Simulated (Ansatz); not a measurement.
# Si31Te (two Te on second-neighbour sites of Si): the cost of one run

Method: DFT LDA, scalar-relativistic, plane waves, PAW, and further levels as typed in the inputs, in Ansatz 0.2.0.

### 1 The structure to begin with

The structure is triclinic, space group P1 (No. 1). Conventional cell: a = 10.804 Å, b = 10.804 Å, c = 10.804 Å, α = 90.00°, β = 90.00°, γ = 90.00°. Te (site symmetry 1) is surrounded by 4 Si at 2.29 to 2.43 Å. Te (site symmetry 1) is surrounded by 4 Si at 2.33 to 2.35 Å. Si (site symmetry 1) is surrounded by 4 Si at 2.25 to 2.38 Å. Around Si (site symmetry 1) lie 4 Si at 2.33 to 2.38 Å. Si (site symmetry 1) has 2 Te at 2.32 to 2.34 Å and 2 Si at 2.33 to 2.38 Å as nearest neighbours. Si (site symmetry 1) has 1 Te at 2.33 Å and 3 Si at 2.35 to 2.41 Å as nearest neighbours. Around Si (site symmetry 1) lie 4 Si at 2.29 to 2.36 Å. Around Si (site symmetry 1) lie 4 Si at 2.29 to 2.37 Å. Only part of the 64 independent sites is listed.

As a file:

```
CELL_PARAMETERS angstrom
10.80400 0.00000 0.00000
0.00000 10.80400 0.00000
0.00000 0.00000 10.80400
ATOMIC_POSITIONS crystal
Te 0.00469 0.99871 0.00009
Te 0.00113 0.24781 0.25001
Si 0.25000 0.99513 0.25283
Si 0.25167 0.24826 0.99952
Si 0.12640 0.12427 0.12433
Si 0.12096 0.37654 0.37534
Si 0.37576 0.12076 0.37958
Si 0.37543 0.37393 0.13063
Si 0.99987 0.99597 0.49887
Si 0.99365 0.25291 0.74884
Si 0.24794 0.00298 0.74542
Si 0.25149 0.24427 0.49816
Si 0.12166 0.12906 0.62990
Si 0.12409 0.37733 0.87450
Si 0.37658 0.12291 0.87026
Si 0.36999 0.37606 0.63124
Si 0.00075 0.49854 0.00531
Si 0.00066 0.75028 0.25070
Si 0.24963 0.49914 0.24602
Si 0.25139 0.74974 0.00331
Si 0.12398 0.61971 0.12472
Si 0.12972 0.87394 0.37253
Si 0.37169 0.62208 0.37417
Si 0.37172 0.87916 0.12422
Si 0.00030 0.50399 0.50417
Si 0.99941 0.75092 0.75204
Si 0.24946 0.49506 0.75182
Si 0.25248 0.75115 0.49744
Si 0.12446 0.62336 0.62417
Si 0.12860 0.87925 0.87686
Si 0.37652 0.62688 0.87497
Si 0.37479 0.87313 0.62484
Si 0.50628 0.00241 0.99905
Si 0.49869 0.24760 0.25104
Si 0.75109 0.99599 0.25135
Si 0.74842 0.25396 0.00044
Si 0.62977 0.12373 0.12420
Si 0.62583 0.37793 0.37657
Si 0.87157 0.12551 0.37506
Si 0.87381 0.37320 0.12985
Si 0.49892 0.99765 0.50177
Si 0.50036 0.24979 0.75217
Si 0.75136 0.00101 0.75268
Si 0.75079 0.24829 0.49899
Si 0.62355 0.12558 0.62201
Si 0.61991 0.37524 0.87129
Si 0.86958 0.12604 0.87303
Si 0.87638 0.37353 0.62188
Si 0.49655 0.49857 0.99924
Si 0.49771 0.74922 0.24573
Si 0.75004 0.49502 0.24946
Si 0.75194 0.75303 0.00476
Si 0.62068 0.62711 0.12835
Si 0.62772 0.87242 0.37614
Si 0.88016 0.62084 0.37632
Si 0.87809 0.87307 0.12662
Si 0.49703 0.49774 0.49773
Si 0.50053 0.74975 0.75265
Si 0.74739 0.49964 0.75267
Si 0.75156 0.74632 0.50185
Si 0.62367 0.62607 0.62583
Si 0.62839 0.87532 0.86985
Si 0.87120 0.62703 0.87428
Si 0.87816 0.87576 0.62292
```

### 2 Relaxing the atoms: Si62Te2 defect cell, no spin

Contents of input.yaml:

```yaml
crystal:
  lattice:
    - [10.804, 0.0, 0.0]
    - [0.0, 10.804, 0.0]
    - [0.0, 0.0, 10.804]
  atoms:
    - { symbol: Te, position: [0.0046941662, -0.0012937913, 9.11334e-05] }
    - { symbol: Te, position: [0.0011315706, 0.2478093585, 0.2500057356] }
    - { symbol: Si, position: [0.2499975276, -0.0048724296, 0.2528257812] }
    - { symbol: Si, position: [0.2516674339, 0.2482633405, -0.0004763465] }
    - { symbol: Si, position: [0.1264030897, 0.1242742787, 0.1243259467] }
    - { symbol: Si, position: [0.1209647128, 0.3765399305, 0.3753439862] }
    - { symbol: Si, position: [0.3757621064, 0.120761224, 0.3795835793] }
    - { symbol: Si, position: [0.3754285511, 0.3739250094, 0.130634225] }
    - { symbol: Si, position: [-0.0001260256, -0.0040281711, 0.4988747838] }
    - { symbol: Si, position: [-0.0063540775, 0.2529139112, 0.7488435552] }
    - { symbol: Si, position: [0.247938115, 0.0029779807, 0.7454153769] }
    - { symbol: Si, position: [0.2514867531, 0.2442676375, 0.4981613495] }
    - { symbol: Si, position: [0.1216561833, 0.1290595399, 0.6299041861] }
    - { symbol: Si, position: [0.1240853006, 0.3773345055, 0.8745002229] }
    - { symbol: Si, position: [0.3765773655, 0.1229095598, 0.8702563702] }
    - { symbol: Si, position: [0.369993247, 0.3760638334, 0.6312410081] }
    - { symbol: Si, position: [0.0007480886, 0.4985433045, 0.0053091971] }
    - { symbol: Si, position: [0.0006589277, 0.7502816568, 0.2507013451] }
    - { symbol: Si, position: [0.2496324217, 0.4991406618, 0.2460154661] }
    - { symbol: Si, position: [0.2513928845, 0.7497368323, 0.0033129006] }
    - { symbol: Si, position: [0.1239758836, 0.6197064887, 0.1247234062] }
    - { symbol: Si, position: [0.1297191891, 0.8739353301, 0.3725290905] }
    - { symbol: Si, position: [0.3716856944, 0.6220843665, 0.3741664372] }
    - { symbol: Si, position: [0.3717234855, 0.8791585684, 0.1242151928] }
    - { symbol: Si, position: [0.0003016893, 0.5039936307, 0.5041743387] }
    - { symbol: Si, position: [-0.0005907061, 0.7509218092, 0.7520409846] }
    - { symbol: Si, position: [0.2494644887, 0.495062904, 0.7518179536] }
    - { symbol: Si, position: [0.2524833922, 0.7511537466, 0.497435548] }
    - { symbol: Si, position: [0.1244556813, 0.6233595803, 0.624167777] }
    - { symbol: Si, position: [0.1286011251, 0.8792472593, 0.8768588065] }
    - { symbol: Si, position: [0.3765237277, 0.6268788291, 0.8749660065] }
    - { symbol: Si, position: [0.3747899015, 0.8731294562, 0.6248448701] }
    - { symbol: Si, position: [0.5062753063, 0.0024131044, -0.0009499732] }
    - { symbol: Si, position: [0.498689578, 0.247599528, 0.2510395326] }
    - { symbol: Si, position: [0.7510872243, -0.0040071871, 0.2513504309] }
    - { symbol: Si, position: [0.7484187182, 0.253961647, 0.0004355164] }
    - { symbol: Si, position: [0.6297697058, 0.1237278967, 0.124200341] }
    - { symbol: Si, position: [0.6258324926, 0.3779321038, 0.3765713138] }
    - { symbol: Si, position: [0.8715748132, 0.1255078694, 0.3750617681] }
    - { symbol: Si, position: [0.8738085841, 0.373200374, 0.129852584] }
    - { symbol: Si, position: [0.4989159946, -0.0023489151, 0.5017691026] }
    - { symbol: Si, position: [0.5003627073, 0.2497894839, 0.7521694793] }
    - { symbol: Si, position: [0.7513567903, 0.0010057109, 0.7526773431] }
    - { symbol: Si, position: [0.7507875873, 0.2482869624, 0.4989940331] }
    - { symbol: Si, position: [0.6235533904, 0.1255823456, 0.6220067061] }
    - { symbol: Si, position: [0.6199118124, 0.3752447841, 0.8712888174] }
    - { symbol: Si, position: [0.8695798461, 0.126036646, 0.8730255835] }
    - { symbol: Si, position: [0.8763776159, 0.3735259522, 0.6218845917] }
    - { symbol: Si, position: [0.4965470635, 0.4985701762, -0.0007591155] }
    - { symbol: Si, position: [0.4977134577, 0.7492194338, 0.2457346289] }
    - { symbol: Si, position: [0.7500402322, 0.495019487, 0.2494617096] }
    - { symbol: Si, position: [0.751936211, 0.7530320404, 0.0047604042] }
    - { symbol: Si, position: [0.6206785793, 0.6271067897, 0.1283495433] }
    - { symbol: Si, position: [0.627722761, 0.8724195007, 0.3761434566] }
    - { symbol: Si, position: [0.8801649084, 0.6208424464, 0.3763226704] }
    - { symbol: Si, position: [0.8780885519, 0.8730657413, 0.1266187624] }
    - { symbol: Si, position: [0.4970263999, 0.4977447003, 0.497731173] }
    - { symbol: Si, position: [0.5005339903, 0.7497473678, 0.7526493388] }
    - { symbol: Si, position: [0.7473890806, 0.4996354804, 0.7526686684] }
    - { symbol: Si, position: [0.7515571376, 0.746321803, 0.5018471039] }
    - { symbol: Si, position: [0.6236715535, 0.6260701218, 0.6258349141] }
    - { symbol: Si, position: [0.6283857429, 0.8753236577, 0.8698524457] }
    - { symbol: Si, position: [0.8711962429, 0.6270302325, 0.8742827203] }
    - { symbol: Si, position: [0.8781598826, 0.8757592711, 0.6229200322] }
scf:
  occupations: { method: gaussian, width: 0.02 }
output:
  forces: true
  stress: false
  eigenvalues: true
hamiltonian:
  xc: lda
relax:
  f_tol: 0.01
  max_steps: 100
kpoints:
  mp_grid: { grid: [2, 2, 2], shift: [0.5, 0.5, 0.5] }
```

Command:

```sh
ansatz run input.yaml --threads 8 --pin off --max-ram 24576MiB --backend cpu --events-out ev --progress --plain --runs-dir out
```

Q: Estimate wall time and peak memory on 8 threads of Intel Xeon Platinum 8259CL at 2.50GHz (Skylake/Cascade Lake), shared host.

About 2.6 min, with a peak of 4.5 GiB.
